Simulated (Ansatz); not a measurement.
# GeCP+ (singlet): the correlation ladder, cc-pVDZ

An exercise on one series of results from a longer session: the logs are not shown, and one member is left open.

Program: Ansatz 0.2.0, Gaussian basis. Level of theory: cc-pVDZ, core rule «outside noble gas», up to 20 orbitals frozen. These are calculated values, not measurements.

To be run: UHF; CCSD(T) on RHF; CCSD(T) on UHF; BCCD(T) on RHF; CISD; CCSDT(Q) on RHF; CCSDT(Q) on UHF; CASSCF and MRCISD+Q, 10 electrons in 11 orbitals; CASSCF and NEVPT2, 10 electrons in 11 orbitals.

20 further runs of the same task are left out: 11 that didn't finish, 9 set aside as unsound or not needed. Runs told in other sessions of the task aren't counted.

### What is computed

The geometry is a PBE0/def2-TZVP stationary point (not a proven minimum) of the parent state, kept for this charge and spin. No spin-orbit coupling is included. The filled d shell of Ge may be among the frozen orbitals whatever the setting's name suggests.

3 atoms, charge 1, spin multiplicity 1.

Atoms are counted from 1 here; the program's logs count them from 0.

Bond lengths: Ge1–C2 1.858 Å, C2–P3 1.573 Å. Angles: Ge1–C2–P3 180.0°.

Set-up of the first run:

in.yaml reads:

```yaml
crystal:
  periodic: [false, false, false]
  atoms:
    - {symbol: Ge, position_ang: [0.000000, 0.000000, 1.762900]}
    - {symbol: C, position_ang: [0.000000, 0.000000, -0.094700]}
    - {symbol: P, position_ang: [0.000000, 0.000000, -1.668200]}
basis:
  gaussian: {orbitals: cc-pVDZ}
total_charge: 1
magnetization: {spin_polarized: true, initial_magnetization: 0}
hamiltonian: {xc: hf}
output: {orbitals: {seedname: orbitals}}
```

Started as:

```
$ ansatz run in.yaml --threads 1 --pin off --events-out ev --progress --plain --max-ram 2393MiB
```

Among the steps run: UHF; CCSD(T) on RHF; CCSD(T) on UHF; BCCD(T) on RHF; CISD; CCSDT(Q) on RHF; CCSDT(Q) on UHF; CASSCF and MRCISD+Q, 10 electrons in 11 orbitals; CASSCF and NEVPT2, 10 electrons in 11 orbitals.

One table of the session follows, with a row left open; its other results are not shown here.

```
          method  from RCCSDT(Q) (kJ/mol)
             RHF                   +874.2
             UHF                   +864.6
            RMP2                   +110.9
            CISD                   +149.9
           RCCSD                    +56.8
        RCCSD(T)                     +7.4
         BCCD(T)                     +7.0
          RCCSDT                     +6.0
       RCCSDT(Q)                        0
  CASSCF valence                        ?
  NEVPT2 valence                   +111.6
  MRCISD valence                    +40.9
MRCISD+Q valence                     +3.5
```

Estimate the missing values for CASSCF valence.

The run gave: from RCCSDT(Q) (kJ/mol): +469.9. In the column «from RCCSDT(Q) (kJ/mol)» it lies between CISD (+149.9) and UHF (+864.6).

Not comparable, so not listed: CCSD(T) on UHF; CCSDT(Q) on UHF (they don't share determinant, frozen orbitals or solution with the rows shown, or repeat one).

To keep in mind: Warnings: restricted reference is unstable; spin contamination.
